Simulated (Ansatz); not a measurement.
Write a Python script for Ansatz 0.2.0, Python API that makes a rigid torsion scan of CH₄F₂OSi, SMILES CO[SiH](F)F. Use (for the species named): CAM-B3LYP, def2-SVP basis, multiplicity 1.

```yaml
atoms:
  - { symbol: C, position_ang: [-0.5739, -0.3290, 1.1591] }
  - { symbol: O, position_ang: [0.5859, 0.2087, 0.6040] }
  - { symbol: Si, position_ang: [0.6765, 0.3105, -1.0633] }
  - { symbol: F, position_ang: [0.5715, -1.1487, -1.6568] }
  - { symbol: F, position_ang: [-0.4593, 1.2577, -1.5976] }
  - { symbol: H, position_ang: [-1.4718, 0.3715, 0.8790] }
  - { symbol: H, position_ang: [-0.7836, -1.3141, 0.8337] }
  - { symbol: H, position_ang: [-0.4936, -0.2643, 2.2316] }
  - { symbol: H, position_ang: [2.0367, 0.8614, -1.4067] }
```

Script `ch4f2osi.py`:
```python
import ansatz as az
from ase import Atoms

BASIS = "def2-SVP"
XC = "cam_b3lyp"
FMAX = 0.02


def main() -> None:
    atoms = Atoms(["C", "O", "Si", "F", "F", "H", "H", "H", "H"], positions=[
        (-0.5739, -0.329, 1.1591),
        (0.5859, 0.2087, 0.604),
        (0.6765, 0.3105, -1.0633),
        (0.5715, -1.1487, -1.6568),
        (-0.4593, 1.2577, -1.5976),
        (-1.4718, 0.3715, 0.879),
        (-0.7836, -1.3141, 0.8337),
        (-0.4936, -0.2643, 2.2316),
        (2.0367, 0.8614, -1.4067),
    ])

    first = (
        az.Crystal.molecule_from_ase(atoms).calculation()
        .basis(gaussian=BASIS)
        .functional(XC)
        .accuracy("medium")
        .relax(force_tolerance=FMAX, max_steps=80)
    )
    atoms.positions = first.run(threads=1).report["positions_ang"]

    start = atoms.get_dihedral(0, 1, 2, 3)
    energies = {}
    for turn in range(0, 360, 40):
        turned = atoms.copy()
        turned.set_dihedral(0, 1, 2, 3, start + turn, indices=[2, 3, 4, 8])
        calc = (
            az.Crystal.molecule_from_ase(turned).calculation()
            .basis(gaussian=BASIS)
            .functional(XC)
            .accuracy("medium")
        )
        energies[round((start + turn) % 360)] = calc.run(threads=1).report["free_energy_ev"]
    floor = min(energies.values())
    print("dihedral C0-O1-Si2-F3 (deg)   E - E(min) (kJ/mol)")
    for angle, e in sorted(energies.items()):
        print(f"{angle:8d} {96.485332 * (e - floor):14.3f}  " + "#" * int(30 * (e - floor) / max(max(energies.values()) - floor, 1e-9)))


if __name__ == "__main__":
    main()
```

```console
$ python ch4f2osi.py
dihedral C0-O1-Si2-F3 (deg)   E - E(min) (kJ/mol)
      23          8.724  ########################
      63          9.173  ##########################
     103         10.311  #############################
     143         10.483  ##############################
     183          9.171  ##########################
     223          8.394  ########################
     263          3.709  ##########
     303          0.000
     343          3.753  ##########
```

The settings weren't tested for convergence. The scan is rigid and the energies are electronic, in a modest basis. With rigid groups the curve can differ much from the relaxed path, the start wasn't checked as a minimum of this torsion, and equivalent turns needn't return to the same energy. It ran for 56 s on 1 thread of Arm Neoverse V1, on a shared host, peak memory 0.29 GiB.
